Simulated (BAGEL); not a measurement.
# HF/6-31G(d) (density fitting with qzvpp-jkfit, spherical functions) run of SiN2H4F− (SMILES N[Si-](N)F)

What is the energy change on altering one bond length of SiN2H4F− at HF/6-31G* (density fitting with qzvpp-jkfit, spherical functions)? 

The calculation is run with BAGEL 1.2.2.

1 further run of the same task is left out (set aside as unsound or not needed). Runs told in other sessions of the task aren't counted.

**1. Starting point**

The species is SiN2H4F− (8 atoms), meant as a singlet with charge -1. SMILES: `N[Si-](N)F`. The coordinates come from a GFN2-xTB relaxation. This is one conformer, not always the lowest.

Bond lengths: N1–Si2 1.782 Å, Si2–N3 1.815 Å, Si2–F4 1.753 Å, N1–H5 1.014 Å, N1–H6 1.020 Å, N3–H7 1.014 Å, N3–H8 1.014 Å. Angles: N1–Si2–N3 97.5°, N1–Si2–F4 101.6°, N3–Si2–F4 94.4°, Si2–N1–H5 111.9°, Si2–N1–H6 114.6°, Si2–N3–H7 110.6°, Si2–N3–H8 111.0°, H5–N1–H6 107.5°, H7–N3–H8 106.9°.

**2. A single-point energy at HF/6-31G(d) (density fitting with qzvpp-jkfit, spherical functions)**

The input, calc.json:

```json
{ "bagel" : [

{
  "title" : "molecule",
  "basis" : "6-31gs.json",
  "df_basis" : "qzvpp-jkfit",
  "angstrom" : true,
  "geometry" : [
    { "atom" : "N", "xyz" : [   -0.281310,    1.373800,   -0.294860 ] },
    { "atom" : "Si", "xyz" : [    0.237770,   -0.229340,   -0.873310 ] },
    { "atom" : "N", "xyz" : [    0.642260,   -0.946060,    0.743850 ] },
    { "atom" : "F", "xyz" : [   -1.295860,   -1.066960,   -1.011040 ] },
    { "atom" : "H", "xyz" : [   -0.855770,    1.855070,   -0.977850 ] },
    { "atom" : "H", "xyz" : [   -0.796580,    1.361580,    0.585090 ] },
    { "atom" : "H", "xyz" : [    1.404730,   -0.438480,    1.179350 ] },
    { "atom" : "H", "xyz" : [    0.944750,   -1.909620,    0.648780 ] }
  ]
},
{
  "title" : "hf",
  "charge" : -1
},
{
  "title" : "print",
  "file" : "orbitals.molden",
  "orbitals" : true
}

]}
```

The basis set 6-31G* is read from a file made from the Basis Set Exchange's data (not shown).

The run is started by

```bash
$ BAGEL_NUM_THREADS=1 BAGEL calc.json > calc.out
```

What it wrote:

```text
* using 1 threads per process

  ===============================================================
  ===============================================================

  *** Geometry ***

  { "atom" : "N", "xyz" : [     -0.531599,      2.596106,     -0.557205 ] },
  { "atom" : "Si", "xyz" : [      0.449320,     -0.433390,     -1.650317 ] },
  { "atom" : "N", "xyz" : [      1.213696,     -1.787794,      1.405673 ] },
  { "atom" : "F", "xyz" : [     -2.448820,     -2.016262,     -1.910589 ] },
  { "atom" : "H", "xyz" : [     -1.617171,      3.505574,     -1.847869 ] },
  { "atom" : "H", "xyz" : [     -1.505318,      2.573013,      1.105660 ] },
  { "atom" : "H", "xyz" : [      2.654555,     -0.828607,      2.228649 ] },
  { "atom" : "H", "xyz" : [      1.785319,     -3.608659,      1.226017 ] },

  Number of auxiliary basis functions:      431

  Since a DF basis is specified, we compute 2- and 3-index integrals:
    o Being stored without compression. Storage requirement is 0.016 GB

  Number of basis functions:       68
  Number of electrons      :       41

    * METHOD: MOLECULE                             0.18

  *** RHF ***

  === Nuclear Repulsion ===
   169.4277109290

      * DIIS with orbital gradients will be used.

  === RHF iteration (6-31gs.json) ===
      0       -499.22601270          0.03177849           0.04
      1       -499.50083877          0.01891941           0.04
      2       -499.63112397          0.00164212           0.04
      3       -499.63338260          0.00042371           0.04
      4       -499.63351265          0.00015840           0.04
      5       -499.63353647          0.00004620           0.04
      6       -499.63353889          0.00001340           0.04
      7       -499.63353909          0.00000283           0.04
      8       -499.63353910          0.00000083           0.04
      9       -499.63353911          0.00000034           0.04
     10       -499.63353911          0.00000014           0.04
     11       -499.63353911          0.00000004           0.04
     12       -499.63353911          0.00000001           0.04
     13       -499.63353911          0.00000001           0.04
    * SCF iteration converged.

    * Permanent dipole moment:
           (    0.113241,    -0.227901,    -0.866493) a.u.

    * METHOD: HF                                   0.66

    * METHOD: PRINT                                0.01

  ===============================================================
```

Wall time 0.97 s (1 thread of Arm Neoverse V1, shared host).

**3. The distorted shape at the same level**

The input, hf.json:

```json
{ "bagel" : [

{
  "title" : "molecule",
  "basis" : "6-31gs.json",
  "df_basis" : "qzvpp-jkfit",
  "angstrom" : true,
  "geometry" : [
    { "atom" : "N", "xyz" : [   -0.604891,    1.947157,   -1.588546 ] },
    { "atom" : "Si", "xyz" : [   -0.085811,    0.344017,   -2.166996 ] },
    { "atom" : "N", "xyz" : [    0.642260,   -0.946060,    0.743850 ] },
    { "atom" : "F", "xyz" : [   -1.619441,   -0.493603,   -2.304726 ] },
    { "atom" : "H", "xyz" : [   -1.179351,    2.428427,   -2.271536 ] },
    { "atom" : "H", "xyz" : [   -1.120161,    1.934937,   -0.708596 ] },
    { "atom" : "H", "xyz" : [    1.404730,   -0.438480,    1.179350 ] },
    { "atom" : "H", "xyz" : [    0.944750,   -1.909620,    0.648780 ] }
  ]
},
{
  "title" : "hf",
  "charge" : -1
},
{
  "title" : "print",
  "file" : "orbitals.molden",
  "orbitals" : true
}

]}
```

The basis set 6-31G* is read from a file made from the Basis Set Exchange's data (not shown).

The run is started by

```bash
$ BAGEL_NUM_THREADS=1 BAGEL hf.json > hf.out
```

What it wrote:

```text
* using 1 threads per process

  ===============================================================
  ===============================================================

  *** Geometry ***

  { "atom" : "N", "xyz" : [     -1.143078,      3.679593,     -3.001917 ] },
  { "atom" : "Si", "xyz" : [     -0.162159,      0.650098,     -4.095029 ] },
  { "atom" : "N", "xyz" : [      1.213696,     -1.787794,      1.405673 ] },
  { "atom" : "F", "xyz" : [     -3.060300,     -0.932774,     -4.355301 ] },
  { "atom" : "H", "xyz" : [     -2.228650,      4.589062,     -4.292581 ] },
  { "atom" : "H", "xyz" : [     -2.116798,      3.656501,     -1.339052 ] },
  { "atom" : "H", "xyz" : [      2.654555,     -0.828607,      2.228649 ] },
  { "atom" : "H", "xyz" : [      1.785319,     -3.608659,      1.226017 ] },

  Number of auxiliary basis functions:      431

  Since a DF basis is specified, we compute 2- and 3-index integrals:
    o Being stored without compression. Storage requirement is 0.016 GB

  Number of basis functions:       68
  Number of electrons      :       41

    * METHOD: MOLECULE                             0.17

  *** RHF ***

  === Nuclear Repulsion ===
   145.2530575891

      * DIIS with orbital gradients will be used.

  === RHF iteration (6-31gs.json) ===
      0       -499.00868961          0.03496120           0.04
      1       -499.20419684          0.02725718           0.04
      2       -499.50965970          0.00392539           0.04
      3       -499.51680303          0.00138494           0.04
      4       -499.51814265          0.00034743           0.04
      5       -499.51833492          0.00014063           0.04
      6       -499.51836875          0.00005504           0.04
      7       -499.51837350          0.00002322           0.04
      8       -499.51837410          0.00000739           0.04
      9       -499.51837417          0.00000308           0.04
     10       -499.51837418          0.00000182           0.04
     11       -499.51837419          0.00000052           0.04
     12       -499.51837419          0.00000021           0.04
     13       -499.51837419          0.00000009           0.04
     14       -499.51837419          0.00000004           0.04
     15       -499.51837419          0.00000001           0.04
     16       -499.51837419          0.00000001           0.04
    * SCF iteration converged.

    * Permanent dipole moment:
           (    0.936830,    -1.630792,     1.944124) a.u.

    * METHOD: HF                                   0.76

    * METHOD: PRINT                                0.01

  ===============================================================
```

It took 1.1 s on 1 thread of Arm Neoverse V1, shared host.

**4. Summary of results**

Level: HF/6-31G* (density fitting with qzvpp-jkfit, spherical functions).

| quantity | value |
| --- | --- |
| first shape: total energy | -499.63354 Eh |
| first shape: HOMO energy | -1.43 eV |
| first shape: LUMO energy | 9.99 eV |
| first shape: HOMO–LUMO gap (to an unbound level, set by the basis) | 11.42 eV |
| distorted shape: total energy | -499.51837 Eh |
| distorted shape: HOMO energy | -1.69 eV |
| distorted shape: LUMO energy | 6.68 eV |
| distorted shape: HOMO–LUMO gap (to an unbound level, set by the basis) | 8.37 eV |
| energy change with the Si2–N3 bond stretched from 1.815 to 3.266 Å | 3.134 eV |

In words: With the Si2–N3 bond stretched from 1.815 to 3.266 Å the energy rises by 3.13 eV (302 kJ/mol). The first shape isn't relaxed at this level, so the change isn't measured from a minimum.
